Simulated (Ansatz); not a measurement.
**TiZn3: pressure against volume**

One table from this session's results is given with a row withheld; the runs are named, their logs left out.

Program: Ansatz 0.2.0. Level of theory: DFT LDA, scalar-relativistic. These are calculated values, not measurements.

## The starting structure

The structure is cubic, space group Pm-3m (No. 221). Conventional cell: a = 3.932 Å, b = 3.932 Å, c = 3.932 Å, α = 90.00°, β = 90.00°, γ = 90.00°. Around Ti (site symmetry m-3m) lie 12 Zn at 2.78 Å. Around Zn (site symmetry 4/mmm) lie 4 Ti at 2.78 Å and 8 Zn at 2.78 Å.

Coordinates:

```
CELL_PARAMETERS angstrom
3.93220 0.00000 0.00000
0.00000 3.93220 0.00000
0.00000 0.00000 3.93220
ATOMIC_POSITIONS crystal
Ti 0.00000 0.00000 0.00000
Zn 0.00000 0.50000 0.50000
Zn 0.50000 0.00000 0.50000
Zn 0.50000 0.50000 0.00000
```

Atoms are numbered in the order of the input: Ti1, Zn2, Zn3, Zn4.

Set-up of the first run:

Input file input.yaml:

```yaml
crystal:
  lattice:
    - [3.8519284967, 0.0, 0.0]
    - [0.0, 3.8519284967, 0.0]
    - [0.0, 0.0, 3.8519284967]
  atoms:
    - { symbol: Ti, position: [0.0, 0.0, 0.0] }
    - { symbol: Zn, position: [0.0, 0.5, 0.5] }
    - { symbol: Zn, position: [0.5, 0.0, 0.5] }
    - { symbol: Zn, position: [0.5, 0.5, 0.0] }
kpoints:
  mp_grid: { grid: [9, 9, 9] }
  band_path:
    path:
      - [0.0, 0.0, 0.0]
      - [0.0, 0.5, 0.0]
      - [0.5, 0.5, 0.0]
      - [0.0, 0.0, 0.0]
      - [0.5, 0.5, 0.5]
      - [0.0, 0.5, 0.0]
      - [0.5, 0.5, 0.5]
      - [0.5, 0.5, 0.0]
    npoints: 5
scf:
  occupations: { method: fermi_dirac, width: 0.05 }
hamiltonian:
  xc: lda
  pseudopotentials: { kind: all_electron, lapw: { basis_error: 0.001 } }
output:
  forces: true
  stress: true
  eigenvalues: true
```

On the command line:

```console
ansatz run input.yaml --threads 1 --pin off --max-ram 4096MiB --backend cpu --events-out ev --progress --plain --runs-dir out
```

Among the steps run: Volume × 0.94, LAPW; Volume × 0.94, PAW; Volume × 0.94, crystal datasets; Volume × 0.98, LAPW; Volume × 0.98, PAW; Volume × 0.98, crystal datasets; Volume × 1.01, LAPW; Volume × 1.01, PAW; Volume × 1.01, crystal datasets; Volume × 1.04, LAPW; Volume × 1.04, PAW; Volume × 1.04, crystal datasets.

One table of the session follows, with a row left open; its other results are not shown here.

```
          method  volume (Å³/atom)  pressure (GPa)
            LAPW            14.288           -4.22
            LAPW            14.896           -8.24
            LAPW            15.352          -10.66
            LAPW            15.808          -12.65
             PAW            14.288           -4.21
             PAW            14.896               ?
             PAW            15.352          -10.65
             PAW            15.808          -12.64
crystal datasets            14.288           -4.21
crystal datasets            14.896           -8.24
crystal datasets            15.352          -10.65
crystal datasets            15.808          -12.65
```

Estimate the missing values for PAW, 14.896.

As computed: pressure (GPa): -8.23. In the column «pressure (GPa)» it lies between crystal datasets, 14.896 (-8.24) and LAPW, 14.288 (-4.22).

Limits of these values: Warnings in the runs' records: crystal datasets made.
